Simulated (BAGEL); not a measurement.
**HF/3-21G (density fitting with qzvpp-jkfit) run of C2H4AlNO (SMILES [CH3][AlH][N]=C=O)**

What is the vertical singlet–triplet gap of C2H4AlNO at HF/3-21G (density fitting with qzvpp-jkfit)? 

The calculation is run with BAGEL 1.2.2.

2 further runs of the same task are left out: 1 that didn't finish, 1 set aside as unsound or not needed. Runs told in other sessions of the task aren't counted.

## Step 1: The system as given

C2H4AlNO: 9 atoms, total charge 0, spin state singlet. SMILES: `[CH3][AlH][N]=C=O`. The coordinates come from a PBE0-D4/def2-TZVP relaxation. This is one conformer, not always the lowest.

Bond lengths: C1–Al2 1.938 Å, Al2–N3 1.777 Å, N3–C4 1.195 Å, C4–O5 1.167 Å, C1–H6 1.092 Å, C1–H7 1.095 Å, C1–H8 1.094 Å, Al2–H9 1.579 Å. Some angles: C1–Al2–N3 118.0°, Al2–N3–C4 179.0°, N3–C4–O5 179.9°, C1–Al2–H9 125.9°, N3–Al2–H9 116.1°, Al2–C1–H6 112.6°, Al2–C1–H7 110.5°, Al2–C1–H8 111.0°, H6–C1–H7 107.7°, H6–C1–H8 108.2°.

## Step 2: The energy at HF/3-21G (density fitting with qzvpp-jkfit)

input.json

```json
{ "bagel" : [

{
  "title" : "molecule",
  "basis" : "3-21g",
  "df_basis" : "qzvpp-jkfit",
  "angstrom" : "true",
  "geometry" : [
    { "atom" : "C", "xyz" : [      -1.479800,      -0.787200,       0.045400 ] },
    { "atom" : "Al", "xyz" : [       0.120000,      -0.030700,       0.835200 ] },
    { "atom" : "N", "xyz" : [       1.322500,       0.697000,      -0.251700 ] },
    { "atom" : "C", "xyz" : [       2.142500,       1.192200,      -0.965700 ] },
    { "atom" : "O", "xyz" : [       2.941800,       1.675100,      -1.665500 ] },
    { "atom" : "H", "xyz" : [      -2.104300,      -1.304900,       0.777000 ] },
    { "atom" : "H", "xyz" : [      -2.088000,      -0.002400,      -0.416800 ] },
    { "atom" : "H", "xyz" : [      -1.228100,      -1.494400,      -0.750700 ] },
    { "atom" : "H", "xyz" : [       0.461900,       0.009000,       2.375900 ] }
  ]
},

{
  "title" : "hf",
  "charge" : 0
},

{
  "title" : "print",
  "file" : "orbitals.molden",
  "orbitals" : "true"
}

]}
```

Started as:

```sh
$ BAGEL_NUM_THREADS=1 BAGEL input.json > input.out
```

What it wrote:

```text
* using 1 threads per process

  ===============================================================
  ===============================================================

  *** Geometry ***

  { "atom" : "C", "xyz" : [     -2.796417,     -1.487592,      0.085794 ] },
  { "atom" : "Al", "xyz" : [      0.226767,     -0.058015,      1.578299 ] },
  { "atom" : "N", "xyz" : [      2.499163,      1.317139,     -0.475644 ] },
  { "atom" : "C", "xyz" : [      4.048738,      2.252931,     -1.824909 ] },
  { "atom" : "O", "xyz" : [      5.559196,      3.165480,     -3.147339 ] },
  { "atom" : "H", "xyz" : [     -3.976551,     -2.465904,      1.468317 ] },
  { "atom" : "H", "xyz" : [     -3.945748,     -0.004535,     -0.787638 ] },
  { "atom" : "H", "xyz" : [     -2.320773,     -2.824007,     -1.418617 ] },
  { "atom" : "H", "xyz" : [      0.872864,      0.017008,      4.489800 ] },

  Number of auxiliary basis functions:      504

  Since a DF basis is specified, we compute 2- and 3-index integrals:
    o Being stored without compression. Storage requirement is 0.013 GB

  Number of basis functions:       57
  Number of electrons      :       44

    * METHOD: MOLECULE                             0.22

  *** RHF ***

  === Nuclear Repulsion ===
   178.5431531628

      * DIIS with orbital gradients will be used.

  === RHF iteration (3-21g) ===
      0       -446.71170053          0.02722720           0.05
      1       -446.83394527          0.01597973           0.05
      2       -446.88498604          0.00149740           0.05
      3       -446.88592304          0.00054177           0.05
      4       -446.88600545          0.00013658           0.05
      5       -446.88601137          0.00006498           0.05
      6       -446.88601290          0.00002296           0.05
      7       -446.88601338          0.00000826           0.05
      8       -446.88601347          0.00000389           0.05
      9       -446.88601349          0.00000195           0.05
     10       -446.88601350          0.00000078           0.05
     11       -446.88601350          0.00000029           0.05
     12       -446.88601350          0.00000016           0.05
     13       -446.88601350          0.00000004           0.05
     14       -446.88601350          0.00000002           0.05
     15       -446.88601350          0.00000001           0.05
     16       -446.88601350          0.00000001           0.05
    * SCF iteration converged.

    * Permanent dipole moment:
           (    0.874651,     0.497787,    -0.470510) a.u.

    * METHOD: HF                                   1.04

    * METHOD: PRINT                                0.01

  ===============================================================
```

Wall time 1.4 s (1 thread of Arm Neoverse V1, shared host); peak memory 0.092 GiB.

## Step 3: The triplet

input.json

```json
{ "bagel": [

{
  "title": "molecule",
  "basis": "3-21g",
  "df_basis": "qzvpp-jkfit",
  "angstrom": true,
  "geometry": [
    { "atom": "C", "xyz": [   -1.479800,   -0.787200,    0.045400 ] },
    { "atom": "Al", "xyz": [    0.120000,   -0.030700,    0.835200 ] },
    { "atom": "N", "xyz": [    1.322500,    0.697000,   -0.251700 ] },
    { "atom": "C", "xyz": [    2.142500,    1.192200,   -0.965700 ] },
    { "atom": "O", "xyz": [    2.941800,    1.675100,   -1.665500 ] },
    { "atom": "H", "xyz": [   -2.104300,   -1.304900,    0.777000 ] },
    { "atom": "H", "xyz": [   -2.088000,   -0.002400,   -0.416800 ] },
    { "atom": "H", "xyz": [   -1.228100,   -1.494400,   -0.750700 ] },
    { "atom": "H", "xyz": [    0.461900,    0.009000,    2.375900 ] }
  ]
},
{ "title": "uhf", "nopen": 2 },
{ "title": "print", "file": "orbitals.molden", "orbitals": true }

]}
```

Started as:

```sh
$ BAGEL_NUM_THREADS=1 BAGEL input.json > input.out
```

What it wrote:

```text
* using 1 threads per process

  ===============================================================
  ===============================================================

  *** Geometry ***

  { "atom" : "C", "xyz" : [     -2.796417,     -1.487592,      0.085794 ] },
  { "atom" : "Al", "xyz" : [      0.226767,     -0.058015,      1.578299 ] },
  { "atom" : "N", "xyz" : [      2.499163,      1.317139,     -0.475644 ] },
  { "atom" : "C", "xyz" : [      4.048738,      2.252931,     -1.824909 ] },
  { "atom" : "O", "xyz" : [      5.559196,      3.165480,     -3.147339 ] },
  { "atom" : "H", "xyz" : [     -3.976551,     -2.465904,      1.468317 ] },
  { "atom" : "H", "xyz" : [     -3.945748,     -0.004535,     -0.787638 ] },
  { "atom" : "H", "xyz" : [     -2.320773,     -2.824007,     -1.418617 ] },
  { "atom" : "H", "xyz" : [      0.872864,      0.017008,      4.489800 ] },

  Number of auxiliary basis functions:      504

  Since a DF basis is specified, we compute 2- and 3-index integrals:
    o Being stored without compression. Storage requirement is 0.013 GB

  Number of basis functions:       57
  Number of electrons      :       44

    * METHOD: MOLECULE                             0.21

  *** Open-shell HF ***

  === Nuclear Repulsion ===
   178.5431531628

      * DIIS with orbital gradients will be used.

  === UHF iteration (3-21g) ===
      0       -446.49406152          0.05014939           0.11
      1       -446.61743516          0.03072816           0.10
      2       -446.64901798          0.02012868           0.10
      3       -446.66916687          0.00118285           0.11
      4       -446.67008880          0.00080243           0.10
      5       -446.67039520          0.00060529           0.11
      6       -446.67075649          0.00046440           0.11
      7       -446.67103358          0.00032829           0.11
      8       -446.67120339          0.00021699           0.10
      9       -446.67125738          0.00021232           0.11
     10       -446.67131398          0.00018356           0.11
     11       -446.67141528          0.00014189           0.11
     12       -446.67149605          0.00007278           0.10
     13       -446.67150709          0.00003951           0.11
     14       -446.67151179          0.00001742           0.11
     15       -446.67151346          0.00000836           0.11
     16       -446.67151385          0.00000575           0.11
     17       -446.67151407          0.00000405           0.11
     18       -446.67151418          0.00000267           0.11
     19       -446.67151421          0.00000195           0.11
     20       -446.67151423          0.00000136           0.11
     21       -446.67151423          0.00000112           0.11
     22       -446.67151423          0.00000092           0.11
     23       -446.67151423          0.00000077           0.11
     24       -446.67151424          0.00000055           0.11
     25       -446.67151424          0.00000040           0.11
     26       -446.67151424          0.00000027           0.11
     27       -446.67151424          0.00000019           0.11
     28       -446.67151424          0.00000011           0.11
     29       -446.67151424          0.00000007           0.11
     30       -446.67151424          0.00000005           0.11
     31       -446.67151424          0.00000004           0.11
     32       -446.67151424          0.00000003           0.11
     33       -446.67151424          0.00000003           0.11
     34       -446.67151424          0.00000002           0.11
     35       -446.67151424          0.00000002           0.10
     36       -446.67151424          0.00000001           0.10
     37       -446.67151424          0.00000001           0.10
    * SCF iteration converged.

    * S^2 (UHF) is 2.0216

    * Permanent dipole moment:
           (    2.366891,     1.189891,    -0.092515) a.u.

    * METHOD: UHF                                  4.20

    * METHOD: PRINT                                0.01

  ===============================================================
```

It took 4.8 s on 1 thread of Arm Neoverse V1, shared host; peak memory 0.092 GiB.

## Step 4: Outcome

Level: HF/3-21G (density fitting with qzvpp-jkfit).

```
                                        quantity          value
                           singlet: total energy  -446.88601 Eh
                          singlet: dipole moment         2.82 D
                            singlet: HOMO energy      -10.86 eV
                            singlet: LUMO energy        1.60 eV
                          singlet: HOMO–LUMO gap       12.46 eV
                           triplet: total energy  -446.67151 Eh
                          triplet: dipole moment         6.74 D
                                   triplet: ⟨S²⟩          2.022
vertical energy of the triplet above the singlet       5.837 eV
```

At this shape the triplet lies 5.84 eV (563 kJ/mol) above the singlet.
